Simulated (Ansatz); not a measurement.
# C₇H₁₄N₂: basis-set convergence

The task here is to estimate one member of a computed series from the others.

The runs use Ansatz 0.2.0, Gaussian basis; one geometry, several basis sets.

Levels to be run: PBE0-D4/def2-SVP; ωB97M-V/def2-SVP; PBE0-D4/def2-QZVPP; ωB97M-V/def2-QZVPP; the functionals' def2-TZVPP values are taken from earlier runs.

**The geometry**

The geometry comes from an earlier relaxation with PBE0-D4 in a triple-zeta def2 set; it is a stationary point, not always the lowest conformer.

SMILES `CCC(/C=C/NC)=N/C`, 23 atoms, charge 0, spin multiplicity 1.

Atoms are counted from 1 here; the program's logs count them from 0.

Bond lengths: C1–C2 1.525 Å, C1–H10 1.093 Å, C1–H11 1.092 Å, C1–H12 1.093 Å, C2–C3 1.509 Å, C2–H13 1.091 Å, C2–H14 1.095 Å, C3–C4 1.451 Å, C3–N8 1.280 Å, C4–C5 1.349 Å, C4–H15 1.085 Å, C5–N6 1.357 Å, C5–H16 1.086 Å, N6–C7 1.439 Å, N6–H17 1.007 Å, C7–H18 1.091 Å, C7–H19 1.098 Å, C7–H20 1.092 Å and more. Angles: C2–C1–H10 111.0°, C2–C1–H11 110.1°, C2–C1–H12 112.0°, H10–C1–H11 108.0°, H10–C1–H12 108.0°, H11–C1–H12 107.6°, C1–C2–C3 112.6°, C1–C2–H13 109.5°, C1–C2–H14 110.2°, C3–C2–H13 106.4°, C3–C2–H14 110.8°, H13–C2–H14 107.1°, C2–C3–C4 119.3°, C2–C3–N8 115.9°, C4–C3–N8 124.8°, C3–C4–C5 124.2°, C3–C4–H15 117.6°, C5–C4–H15 118.1° and more.

Geometry (Å):

```xyz
23
charge 0, multiplicity 1
C     0.6593   -1.6760    1.8378
C    -0.3000   -0.4933    1.9184
C    -1.1234   -0.3289    0.6646
C    -0.5285    0.3016   -0.4994
C     0.7057    0.8449   -0.5205
N     1.2728    1.5005   -1.5642
C     2.6935    1.7165   -1.6451
N    -2.3102   -0.8063    0.7092
C    -3.1495   -0.7298   -0.4598
H     1.2162   -1.7926    2.7707
H     0.1031   -2.5986    1.6586
H     1.3816   -1.5627    1.0260
H    -1.0071   -0.6525    2.7335
H     0.2509    0.4257    2.1441
H    -1.1206    0.3419   -1.4083
H     1.3354    0.8141    0.3638
H     0.7741    1.4643   -2.4385
H     2.9054    2.5482   -2.3187
H     3.2465    0.8355   -1.9962
H     3.0749    1.9848   -0.6580
H    -2.7290   -1.2744   -1.3164
H    -4.1196   -1.1745   -0.2323
H    -3.3267    0.3048   -0.7835
```

The first run:

File in.yaml:

```yaml
crystal:
  periodic: [false, false, false]
  atoms:
    - {symbol: C, position_ang: [0.659338, -1.676011, 1.837849]}
    - {symbol: C, position_ang: [-0.299987, -0.493306, 1.918360]}
    - {symbol: C, position_ang: [-1.123419, -0.328927, 0.664557]}
    - {symbol: C, position_ang: [-0.528468, 0.301622, -0.499447]}
    - {symbol: C, position_ang: [0.705695, 0.844863, -0.520535]}
    - {symbol: N, position_ang: [1.272782, 1.500501, -1.564184]}
    - {symbol: C, position_ang: [2.693506, 1.716470, -1.645088]}
    - {symbol: N, position_ang: [-2.310150, -0.806288, 0.709232]}
    - {symbol: C, position_ang: [-3.149475, -0.729752, -0.459755]}
    - {symbol: H, position_ang: [1.216237, -1.792627, 2.770707]}
    - {symbol: H, position_ang: [0.103121, -2.598590, 1.658597]}
    - {symbol: H, position_ang: [1.381606, -1.562667, 1.025972]}
    - {symbol: H, position_ang: [-1.007054, -0.652475, 2.733461]}
    - {symbol: H, position_ang: [0.250894, 0.425652, 2.144097]}
    - {symbol: H, position_ang: [-1.120603, 0.341910, -1.408285]}
    - {symbol: H, position_ang: [1.335428, 0.814076, 0.363794]}
    - {symbol: H, position_ang: [0.774131, 1.464287, -2.438471]}
    - {symbol: H, position_ang: [2.905367, 2.548238, -2.318709]}
    - {symbol: H, position_ang: [3.246458, 0.835458, -1.996241]}
    - {symbol: H, position_ang: [3.074850, 1.984803, -0.658017]}
    - {symbol: H, position_ang: [-2.728985, -1.274388, -1.316383]}
    - {symbol: H, position_ang: [-4.119598, -1.174470, -0.232336]}
    - {symbol: H, position_ang: [-3.326674, 0.304822, -0.783475]}
basis:
  gaussian: {orbitals: def2-SVP}
hamiltonian: {xc: pbe0, dispersion: d4}
output: {orbitals: {seedname: orbitals}}
```

The run is started by

```console
$ ansatz run in.yaml --threads 4 --pin off --events-out ev --progress --plain --max-ram 46080MiB --backend cpu
```

Steps of the session up to this table: PBE0-D4 in def2-SVP; ωB97M-V in def2-SVP; PBE0-D4 in def2-QZVPP; ωB97M-V in def2-QZVPP.

One table of the session follows, with a row left open; its other results are not shown here.

It belongs to the step «Density functionals: the series». 

```
functional       basis  HOMO (eV)
   PBE0-D4    def2-SVP      -5.67
   PBE0-D4  def2-TZVPP      -5.78
   PBE0-D4  def2-QZVPP      -5.81
   ωB97M-V    def2-SVP      -7.71
   ωB97M-V  def2-TZVPP          ?
   ωB97M-V  def2-QZVPP      -7.87
```

**Question.** Estimate the row for ωB97M-V, def2-TZVPP.

**Answer.** HOMO (eV): -7.84. In the column «HOMO (eV)» it lies between ωB97M-V, def2-QZVPP (-7.87) and ωB97M-V, def2-SVP (-7.71).
